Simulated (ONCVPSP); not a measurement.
# Pseudopotential generation for Ga: ONCV, PBE

Do these settings give a usable potential? It is generated, then checked for transferability, scattering, ghosts and hardness.

Method: ONCVPSP 4.0.1, PBE, scalar-relativistic.

## Step 1: Starting point

Typed settings, in words:

```json
{"element": "gallium (Ga, Z = 31)", "type": "optimised norm-conserving Vanderbilt (ONCV)", "frozen core": "[Ar]", "valence charge": "13", "reference configuration": "3d10 4s2 (charge +1)", "partial waves": "4s: rc 1.70 bohr, ncon 3, nbas 7, qcut 4.3 1/bohr, 2 projectors, debl 3.9 Ha; p scattering state at 0.3 Ha: rc 1.35 bohr, ncon 4, nbas 7, qcut 4.9 1/bohr, 3 projectors, debl 2.3 Ha; 3d: rc 0.95 bohr, ncon 4, nbas 9, qcut 13.2 1/bohr, local", "local potential": "the d channel", "core correction": "not asked for"}
```

The outer shells as boxes (Hund's rule for the drawing; the calculation is spin-unpolarised):

```
[Ar] core
3d [↑↓][↑↓][↑↓][↑↓][↑↓]
4s [↑↓]
```

The nodes and maxima of the atom's own shells, from an earlier all-electron run, set the scale for the radii.

All-electron outer shells of the reference configuration (PBE, scalar-relativistic, ld1.x):

```
shell  level (eV)  outermost node (bohr)  outermost maximum (bohr)
   3p     -107.14                   0.24                      0.56
   3d      -27.42                      –                      0.53
   4s      -16.33                   0.80                      1.85
   4p       -9.07                   0.87                      2.32
```

## Step 2: The generation run

Ga.dat

```
# ATOM AND REFERENCE CONFIGURATION
# atsym  z   nc   nv     iexc    psfile
  Ga 31.00    5    2        4      upf
#
#   n    l    f
    1    0    2.00
    2    0    2.00
    2    1    6.00
    3    0    2.00
    3    1    6.00
    3    2   10.00
    4    0    2.00
#
# PSEUDOPOTENTIAL AND OPTIMIZATION
# lmax
    2
#
#   l,   rc,      ep,       ncon, nbas, qcut
    0    1.70    0.00    3    7    4.30
    1    1.35    0.30    4    7    4.90
    2    0.95    0.00    4    9   13.20
#
# LOCAL POTENTIAL
# lloc, lpopt,  rc(5),   dvloc0
    2    5    0.95    0.00
#
# VANDERBILT-KLEINMAN-BYLANDER PROJECTORs
# l, nproj, debl
    0    2    3.90
    1    3    2.30
    2    0    1.30
#
# MODEL CORE CHARGE
# icmod, fcfact, rcfact
    0    0.00    0.00
#
# LOG DERIVATIVE ANALYSIS
# epsh1, epsh2, depsh
   -3.00    5.00    0.02
#
# OUTPUT GRID
# rlmax, drl
    6.00    0.01
#
# TEST CONFIGURATIONS
# ncnf
    4
# nvcnf
#   n    l    f
    3
    3    2   10.00
    4    0    2.00
    4    1    1.00
#
    2
    3    2   10.00
    4    0    1.00
#
    2
    3    2   10.00
    4    0    0.00
#
    3
    3    2   10.00
    4    0    1.00
    4    1    1.00
#
```

Command:

```
$ oncvpsp.x < Ga.dat > Ga.out
```

**Question.** What will these runs give? Wanted: cutoffs for 1 and 0.1 mHa per electron, occupied waves; bound ghosts; GHOST(+) flags; largest test error; largest phase difference near zero energy, channels read.

The runs gave:

| quantity | value |
| --- | --- |
| cutoffs for 1 and 0.1 mHa per electron, occupied waves | 88 Ha and 315 Ha |
| bound ghosts | s at -352.87 eV, p at -106.44 eV |
| GHOST(+) flags | s at 192 eV, p at 1350 eV (1 near or above the test basis's cutoff) |
| largest test error (AE − PS) | +87 meV, for 3d10 4s0 |
| largest phase difference near zero energy, channels read | 0.015 rad |

In words: A bound ghost (s, p) makes it unfit for use: electrons can fall into a state that the atom doesn't have. Close by lies the frozen 3p level (-107.1 eV). By total energies transferability is fair: the largest error is 87 meV on 52.4 eV, for 3d10 4s0. That test lies far up in energy; among those under 40 eV, nearer to bonding, the largest error is 9.2 meV. By its cutoff, 88 Ha for the looser tolerance, it is very hard. The tighter tolerance needs 315 Ha, and converged work needs a cutoff nearer that. At the looser tolerance the 3d wave is the slowest; 4s needs 8 Ha. Near zero energy the phases of the channels with partial waves agree within 0.015 rad. The program also flags highly localised states, GHOST(+) (s, p). All of this concerns the isolated atom, not yet a solid.
